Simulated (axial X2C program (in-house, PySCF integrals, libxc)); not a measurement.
# Linear ClGeCl⁻ at several levels

Aim: the two bond lengths and stretching wavenumbers of linear ClGeCl⁻, with and without spin–orbit coupling, at PBE0, HF, TPSSh, MP2.

Method: all-electron X2C, two-component (2c) or spin-free, Cl dyall-av3z, Ge dyall-v3z; program: an in-house X2C program for linear molecules on PySCF integrals.

All values are calculated.

2 further runs of the same task are left out: 2 set aside as unsound or not needed.

### 1 Input

The input, task.json:

```json
{
 "zs": [
  17,
  32,
  17
 ],
 "q": -1,
 "bas": [
  "dyall-av3z",
  "dyall-v3z",
  "dyall-av3z"
 ],
 "r0": [
  2.2,
  2.2
 ],
 "symm": 1,
 "scan": [
  "PBE0",
  "HF",
  "TPSSh"
 ],
 "levels": [
  "PBE0",
  "HF",
  "LDA"
 ],
 "nst": 2
}
```

Keys: zs atomic numbers; q charge; bas basis sets; r0 starting distance in Å; symm equal bonds; scan levels of the two-bond scan (MP2 follows by itself at each HF point); levels methods; nst determinants followed.

Run with:

```sh
> python solin.py task.json out
```

Masses Cl 34.969, Ge 73.921, Cl 34.969 u.

### 2 Scan at PBE0, 2c

State: Ω = 1/2 (beyond evenly filled blocks: ω = 1/2). Energies above the lowest point, from the job's result record:

```csv
r(Cl–Ge) (Å),r(Ge–Cl) (Å),E (meV)
2.4560,2.4560,23.83
2.4560,2.5190,7.81
2.4560,2.5820,8.38
2.5190,2.4560,7.81
2.5190,2.5190,0.00
2.5190,2.5820,8.31
2.5190,2.6450,29.02
2.5820,2.4560,8.38
2.5820,2.5190,8.31
2.5820,2.5820,23.92
2.6450,2.5190,29.02
2.6450,2.6450,85.47
```

A quadratic surface with cubic terms in each bond gives the minimum at 2.517 and 2.517 Å, force constants 0.643, 0.643 and coupling 0.29 mdyn/Å.

### 3 Scan at HF, 2c

State: Ω = 1/2 (beyond evenly filled blocks: ω = 1/2). Energies above the lowest point, from the job's result record:

```csv
r(Cl–Ge) (Å),r(Ge–Cl) (Å),E (meV)
2.4560,2.4560,132.70
2.4560,2.5190,80.84
2.4560,2.5820,46.35
2.5190,2.4560,80.84
2.5190,2.5190,39.57
2.5190,2.5820,15.06
2.5190,2.6450,3.82
2.5820,2.4560,46.35
2.5820,2.5190,15.06
2.5820,2.5820,0.00
2.6450,2.5190,3.82
2.6450,2.6450,3.69
```

A quadratic surface with cubic terms in each bond gives the minimum at 2.606 and 2.606 Å, force constants 0.479, 0.479 and coupling 0.38 mdyn/Å.

### 4 Scan at TPSSh, 2c

State: Ω = 1/2 (beyond evenly filled blocks: ω = 1/2). Energies above the lowest point, from the job's result record:

```csv
r(Cl–Ge) (Å),r(Ge–Cl) (Å),E (meV)
2.4560,2.4560,29.53
2.4560,2.5190,10.79
2.4560,2.5820,9.09
2.5190,2.4560,10.79
2.5190,2.5190,0.00
2.5190,2.5820,5.77
2.5190,2.6450,24.42
2.5820,2.4560,9.09
2.5820,2.5190,5.77
2.5820,2.5820,18.57
2.6450,2.5190,24.42
2.6450,2.6450,75.23
```

A quadratic surface with cubic terms in each bond gives the minimum at 2.525 and 2.525 Å, force constants 0.644, 0.644 and coupling 0.28 mdyn/Å.

### 5 Comparison

| level | r(Cl–Ge) (Å) | r(Ge–Cl) (Å) | lower stretch (cm⁻¹) | upper stretch (cm⁻¹) |
| --- | --- | --- | --- | --- |
| PBE0, 2c | 2.517 | 2.517 | 181.6 | 213.2 |
| HF, 2c | 2.606 | 2.606 | 96.6 | 204.2 |
| TPSSh, 2c | 2.525 | 2.525 | 184.6 | 212.1 |
| MP2, 2c | 2.509 | 2.509 | 179.2 | 215.4 |
| PBE0, spin-free | 2.516 | 2.516 | 181.9 | 213.5 |
| HF, spin-free | 2.605 | 2.605 | 96.8 | 204.5 |
| TPSSh, spin-free | 2.523 | 2.523 | 184.9 | 212.3 |
| MP2, spin-free | 2.507 | 2.507 | 179.4 | 215.7 |

Scans not shown above were run alike.

**Reading.** Over the levels the Cl–Ge bond spans 2.507 to 2.606 Å and the Ge–Cl bond 2.507 to 2.606 Å. At PBE0 going from spin-free to two-component moves the bonds by +0.001 and +0.001 Å. Each state is one determinant, the lowest of a limited PBE0 search; the stretches come from a fit to few points and are good to some per cent at best. The levels spread by more than a fifth in the stretches, which depend strongly on the method. MP2 freezes inner shells (threshold -2 hartree). For an anion the highest level of a functional can be positive, and the basis then holds the extra electron. The molecule was held linear; bending was not examined, so a bent shape may lie lower. Note: functional without a current term on a determinant with orbital currents, of the molecule or an atom.
